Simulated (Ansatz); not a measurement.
# Sc3Re: the cost of one run

Computed with Ansatz 0.2.0 (DFT PBE, scalar-relativistic, plane waves, PAW, unless a step's input says otherwise).

## (1) The system as given

The structure is hexagonal, space group P6/mmm (No. 191). The conventional cell has a = 4.639 Å, b = 4.639 Å, c = 4.021 Å, α = 90.00°, β = 90.00°, γ = 120.00°. Sc (site symmetry mmm) is surrounded by 4 Sc at 2.32 Å and 2 Re at 2.32 Å. Re (site symmetry 6/mmm) has 6 Sc at 2.32 Å as nearest neighbours.

Coordinates:

```cif
data_structure
_symmetry_space_group_name_H-M 'P 1'
_symmetry_Int_Tables_number 1
_cell_length_a 4.6392
_cell_length_b 4.6392
_cell_length_c 4.0215
_cell_angle_alpha 90.000
_cell_angle_beta 90.000
_cell_angle_gamma 120.000
_cell_volume 74.96
loop_
_atom_site_label
_atom_site_type_symbol
_atom_site_fract_x
_atom_site_fract_y
_atom_site_fract_z
_atom_site_occupancy
Sc1 Sc 0.50000 0.00000 0.50000 1
Sc2 Sc 0.00000 0.50000 0.50000 1
Sc3 Sc 0.50000 0.50000 0.50000 1
Re1 Re 0.00000 0.00000 0.50000 1
```

The cell is invented: random cell by space group and Wyckoff sites (P6/mmm, No. 191). Its size is a rough estimate.

## (2) A first look at the guess

File input.yaml:

```yaml
crystal:
  lattice:
    - [4.63923852, 0.0, 0.0]
    - [-2.31961926, 4.01769841, 0.0]
    - [0.0, 0.0, 4.02145422]
  atoms:
    - { symbol: Sc, position: [0.5, 0.0, 0.5] }
    - { symbol: Sc, position: [0.0, 0.5, 0.5] }
    - { symbol: Sc, position: [0.5, 0.5, 0.5] }
    - { symbol: Re, position: [0.0, 0.0, 0.5] }
basis:
  ecutwfc: 420
kpoints:
  mp_grid: { grid: [6, 6, 4] }
hamiltonian:
  xc: pbe
scf:
  occupations: { method: gaussian, width: 0.1 }
  lower_state_search: "off"
output:
  forces: true
  stress: true
  eigenvalues: true
```

Started as:

```sh
$ ansatz run input.yaml --threads 1 --pin off --max-ram 2560MiB --backend cpu --events-out ev --progress --plain --runs-dir out
```

Q: Estimate wall time and peak memory on 1 thread of Arm Neoverse V2, shared host.

About 2.5 s, with a peak of 0.34 GiB.
